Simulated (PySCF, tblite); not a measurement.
# C8H11N3: geometry, infrared bands and NMR shifts

Aim: predict the infrared bands and NMR shifts of C8H11N3 (`CC(C)(C)n1ccc(C#N)n1`).

Programs: tblite 0.8.0 and PySCF 2.14.0, with density-fitted response routines of our own. Each step states its level of theory. These are calculated values for one molecule in the gas phase, unless marked as measured. Atoms are numbered from 0 throughout.

### 1 Starting geometry

22 atoms, charge 0, multiplicity 1; geometry from: force field or distance geometry start.

Bonds of the start (Å): C0–C1 1.54, C1–C2 1.53, C1–C3 1.54, C1–N4 1.48, N4–C5 1.37, C5–C6 1.38, C6–C7 1.41, C7–C8 1.43, C8–N9 1.15, C7–N10 1.34, N10–N4 1.35, C0–H11 1.09, C0–H12 1.11, C0–H13 1.10, C2–H14 1.09, C2–H15 1.09, C2–H16 1.11, C3–H17 1.10, C3–H18 1.10, C3–H19 1.09, C5–H20 1.08, C6–H21 1.08.

### 2 Geometry optimisation with GFN2-xTB

Job settings and geometry (Å):

```
{"job": {"kind": "relax", "xc": "GFN2-xTB", "basis": "xTB"}, "charge": 0, "multiplicity": 1}
C     -0.908200     1.859800    -0.283500
C     -0.929600     0.333400    -0.105700
C     -1.721700    -0.291100    -1.251400
C     -1.620300     0.023400     1.234200
N      0.437800    -0.237500    -0.080800
C      0.774100    -1.558800     0.054600
C      2.152600    -1.614700    -0.000600
C      2.566300    -0.277900    -0.173000
C      3.904900     0.211600    -0.296300
N      4.995500     0.578300    -0.386500
N      1.518400     0.558000    -0.234900
H     -0.373400     2.359200     0.527100
H     -1.941500     2.266500    -0.276000
H     -0.443800     2.148200    -1.234200
H     -1.243600    -0.095300    -2.215900
H     -1.842100    -1.371000    -1.131300
H     -2.738700     0.141100    -1.302100
H     -1.049600     0.413400     2.087200
H     -1.726300    -1.059600     1.409800
H     -2.619300     0.453300     1.284700
H      0.028800    -2.323100     0.188600
H      2.769500    -2.498100     0.084200
```

On the command line:

```sh
$ OMP_NUM_THREADS=1 python probes_run.py task.json out
```

This one command runs all jobs of the session in turn.

**Question.** This job is followed by: GFN2-xTB harmonic vibrations, gas phase; GIAO PBE0/pcSseg-1 NMR shielding, non-relativistic, gas phase. Predict these results of the whole session: strongest single infrared mode (GFN2-xTB); zero-point energy (GFN2-xTB); 13C shifts against TMS (PBE0/pcSseg-1, means over atoms taken as alike); 1H shifts against TMS (PBE0/pcSseg-1, means over atoms taken as alike); 15N shifts against NH3 (PBE0/pcSseg-1).

**Answer**, as computed:

| quantity | value |
| --- | --- |
| strongest single infrared mode (GFN2-xTB) | 2380 cm⁻¹, 274 km/mol |
| zero-point energy (GFN2-xTB) | 112.1 kcal/mol |
| 13C shifts against TMS (PBE0/pcSseg-1, means over atoms taken as alike) | 130.8, 127.2, 122.4, 119.8, 58.4, 32.3 ppm |
| 1H shifts against TMS (PBE0/pcSseg-1, means over atoms taken as alike) | 7.63, 6.97, 1.60 ppm |
| 15N shifts against NH3 (PBE0/pcSseg-1) | 361.1, 317.1, 264.2 ppm |

The optimisation took 38 steps and gained 0.156 eV; among the close pairs (by a distance rule), N4–N10 changed most, from 1.351 to 1.317 Å. No mode is imaginary among the 60: a minimum at this level. The strongest single mode, at 2380 cm⁻¹, moves mainly C8 and N9. GFN2-xTB is a fitted tight-binding method: band positions and strengths are rough. Its intensities can rank the bands wrongly. At PBE0/pcSseg-1: The largest span, 543 ppm, is at N10, where the paramagnetic term is -417 ppm. NICS(1)zz of -30 ppm above the planar ring from N4 marks a diatropic (aromatic) ring current.
